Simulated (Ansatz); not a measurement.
# LuPO4: the cost of one run

Method: DFT, PBE, plane-wave PAW, default files, scalar-relativistic, as far as a step names no other, in Ansatz 0.2.0.

The COD cell was measured well above room temperature, so it is larger than a cold one.

**1. The system as given**

Symmetry: I4_1/amd, No. 141, tetragonal system. The conventional cell has a = 6.825 Å, b = 6.825 Å, c = 5.993 Å, α = 90.00°, β = 90.00°, γ = 90.00°. Around Lu (site symmetry -4m2) lie 8 O at 2.28 to 2.37 Å. P (site symmetry -4m2) is surrounded by 4 O at 1.53 Å. Around O (site symmetry m) lie 1 P at 1.53 Å.

As a file:

```
CELL_PARAMETERS angstrom
-3.41245 3.41245 2.99660
3.41245 -3.41245 2.99660
3.41245 3.41245 -2.99660
ATOMIC_POSITIONS crystal
Lu 0.75000 0.25000 0.50000
Lu 0.00000 0.00000 0.00000
P 0.50000 0.50000 0.00000
P 0.25000 0.75000 0.50000
O 0.51770 0.34170 0.17600
O 0.09170 0.41570 0.32400
O 0.16570 0.34170 0.82400
O 0.09170 0.76770 0.67600
O 0.23230 0.90830 0.32400
O 0.65830 0.48230 0.82400
O 0.58430 0.90830 0.67600
O 0.65830 0.83430 0.17600
```

**2. First run, atoms as given**

Contents of input.yaml:

```yaml
crystal:
  lattice:
    - [-3.41245, 3.41245, 2.9966]
    - [3.41245, -3.41245, 2.9966]
    - [3.41245, 3.41245, -2.9966]
  atoms:
    - { symbol: Lu, position: [0.75, 0.25, 0.5] }
    - { symbol: Lu, position: [0.0, 0.0, 0.0] }
    - { symbol: P, position: [0.5, 0.5, 0.0] }
    - { symbol: P, position: [0.25, 0.75, 0.5] }
    - { symbol: O, position: [0.5177, 0.3417, 0.176] }
    - { symbol: O, position: [0.0917, 0.4157, 0.324] }
    - { symbol: O, position: [0.1657, 0.3417, 0.824] }
    - { symbol: O, position: [0.0917, 0.7677, 0.676] }
    - { symbol: O, position: [0.2323, 0.9083, 0.324] }
    - { symbol: O, position: [0.6583, 0.4823, 0.824] }
    - { symbol: O, position: [0.5843, 0.9083, 0.676] }
    - { symbol: O, position: [0.6583, 0.8343, 0.176] }
kpoints:
  mp_grid: { grid: [5, 5, 5] }
scf:
  occupations: { method: fermi_dirac, width: 0.02 }
hamiltonian:
  xc: pbe
  pseudopotentials: { kind: paw }
output:
  forces: true
  stress: true
  populations: true
  efg:
    quadrupole_moments_barn: { Lu: 3.49, O: -0.02558 }
    contact_densities: true
```

Command:

```bash
ansatz run input.yaml --threads 1 --pin off --max-ram 2560MiB --backend cpu --events-out ev --progress --plain --runs-dir out
```

**Question.** How long does this run take on 1 thread of Arm Neoverse V1, shared host, and how much memory does it need?

About 19 s, with a peak of 0.54 GiB.
